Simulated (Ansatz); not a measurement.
**The gallium atom (doublet): wave-function methods side by side, aug-cc-pVTZ**

How much of the correlation energy of the gallium atom (doublet) does each wave-function method recover here?

Method: aug-cc-pVTZ, correlated electrons: outside noble gas; program: Ansatz 0.2.0, Gaussian basis.

To be run: UHF; CCSD(T) on ROHF; CASSCF and MRCISD+Q(relaxed), 3 electrons in 4 orbitals; Full CI.

### Step 1. The atom

A free atom, in its lowest state of this spin that the program finds. No spin-orbit coupling is included. The filled d shell of Ga may be among the frozen orbitals whatever the setting's name suggests; the logs give the count.

1 atom, charge 0, spin multiplicity 2.

In the tables R marks a restricted open-shell determinant and U an unrestricted one; 'valence' is the active space of 3 electrons in 4 orbitals; correlation energies count from the lowest restricted Hartree-Fock solution.

### Step 2. UHF

The input, in.yaml:

```yaml
crystal:
  periodic: [false, false, false]
  atoms:
    - {symbol: Ga, position_ang: [0.000000, 0.000000, 0.000000]}
basis:
  gaussian: {orbitals: aug-cc-pVTZ}
magnetization: {spin_polarized: true, initial_magnetization: 1}
hamiltonian: {xc: hf}
output: {orbitals: {seedname: orbitals}}
```

On the command line:

```sh
$ ansatz run in.yaml --threads 1 --pin off --events-out ev --progress --plain --max-ram 2393MiB
```

Further steps of the session: CCSD(T) on ROHF; CASSCF and MRCISD+Q(relaxed), 3 electrons in 4 orbitals; Full CI.

Before running them: what should the planned runs give, taken together? Wanted: correlation energy, FCI; RMP2 from FCI; RCCSD from FCI; RCCSD(T) from FCI; MRCISD+Q(relaxed) valence from FCI; T1 diagnostic; effectively unpaired electrons.

**Answer**, as computed:

| quantity | value |
| --- | --- |
| correlation energy, FCI | -1.3872 eV |
| RMP2 from FCI | +381.9 meV |
| RCCSD from FCI | +36.5 meV |
| RCCSD(T) from FCI | +8.7 meV |
| MRCISD+Q(relaxed) valence from FCI | -17.7 meV |
| levels of the table within 1 kcal/mol (43 meV) | RCCSD, RCCSD(T), MRCISD+Q(relaxed) valence |
| T1 diagnostic | 0.024 |
| effectively unpaired electrons | 1.05 |

**Reading.** RCCSD(T) lands +8.7 meV from the yardstick (0.6 % of the correlation energy). MRCISD+Q(relaxed) valence falls below full CI, which methods that aren't variational can do. One determinant dominates. These misses are within one basis, not against nature; the frozen cores of restricted and unrestricted runs differ, which can shift their rows.
